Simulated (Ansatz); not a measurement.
# FGaH₄OSSi: how energies converge with the basis set

Aim: see how fast density functionals converge with the basis set for FGaH₄OSSi.

Computed with Ansatz 0.2.0, Gaussian basis. Level: one geometry, several basis sets.

Levels to be run: PBE0-D4/def2-SVP; ωB97M-V/def2-SVP; PBE0-D4/def2-QZVPP; ωB97M-V/def2-QZVPP; the functionals' def2-TZVPP values are taken from earlier runs.

## Step 1: Structure used throughout

The geometry comes from an earlier relaxation with PBE0-D4 in a triple-zeta def2 set; it is a stationary point, not always the lowest conformer.

9 atoms, charge 0, spin multiplicity 1.

Atoms are counted from 1 here; the program's logs count them from 0.

Bond lengths: O1–Ga2 1.785 Å, O1–H6 0.960 Å, Ga2–S3 2.214 Å, Ga2–Si4 2.407 Å, S3–H7 1.344 Å, Si4–F5 1.604 Å, Si4–H8 1.486 Å, Si4–H9 1.486 Å. Angles: Ga2–O1–H6 115.2°, O1–Ga2–S3 118.2°, O1–Ga2–Si4 120.1°, S3–Ga2–Si4 121.6°, Ga2–S3–H7 94.9°, Ga2–Si4–F5 110.4°, Ga2–Si4–H8 110.8°, Ga2–Si4–H9 110.8°, F5–Si4–H8 108.0°, F5–Si4–H9 108.1°, H8–Si4–H9 108.7°.

Coordinates:

```xyz
9

O    -0.2404    2.0936    0.1612
Ga    0.3353    0.4267   -0.1151
S     2.4010    0.1414   -0.8596
Si   -1.1078   -1.4421    0.3501
F    -2.6359   -0.9624    0.4275
H     0.3918    2.7844   -0.0483
H     2.7025    1.4507   -0.8651
H    -1.0033   -2.4693   -0.7185
H    -0.7547   -2.0694    1.6506
```

## Step 2: PBE0-D4 in def2-SVP

File in.yaml:

```yaml
crystal:
  periodic: [false, false, false]
  atoms:
    - {symbol: O, position_ang: [-0.240387, 2.093620, 0.161210]}
    - {symbol: Ga, position_ang: [0.335304, 0.426719, -0.115095]}
    - {symbol: S, position_ang: [2.400991, 0.141378, -0.859598]}
    - {symbol: Si, position_ang: [-1.107823, -1.442108, 0.350080]}
    - {symbol: F, position_ang: [-2.635943, -0.962392, 0.427547]}
    - {symbol: H, position_ang: [0.391784, 2.784417, -0.048261]}
    - {symbol: H, position_ang: [2.702481, 1.450673, -0.865094]}
    - {symbol: H, position_ang: [-1.003267, -2.469256, -0.718534]}
    - {symbol: H, position_ang: [-0.754742, -2.069350, 1.650647]}
basis:
  gaussian: {orbitals: def2-SVP}
hamiltonian: {xc: pbe0, dispersion: d4}
output: {orbitals: {seedname: orbitals}}
```

After this run come: ωB97M-V in def2-SVP; PBE0-D4 in def2-QZVPP; ωB97M-V in def2-QZVPP.

**Question.** What will the summary of the whole plan be? Wanted: PBE0-D4: double and triple zeta above quadruple; ωB97M-V: double and triple zeta above quadruple.

The runs gave:

| quantity | value |
| --- | --- |
| PBE0-D4: double and triple zeta above quadruple | 21.57, 2.07 eV |
| ωB97M-V: double and triple zeta above quadruple | 21.56, 1.98 eV |

PBE0-D4 gains 19.51 eV from double to triple zeta, then 2.07 eV more. These are total energies; as a rule much of such shifts cancels in differences, which this series doesn't test.
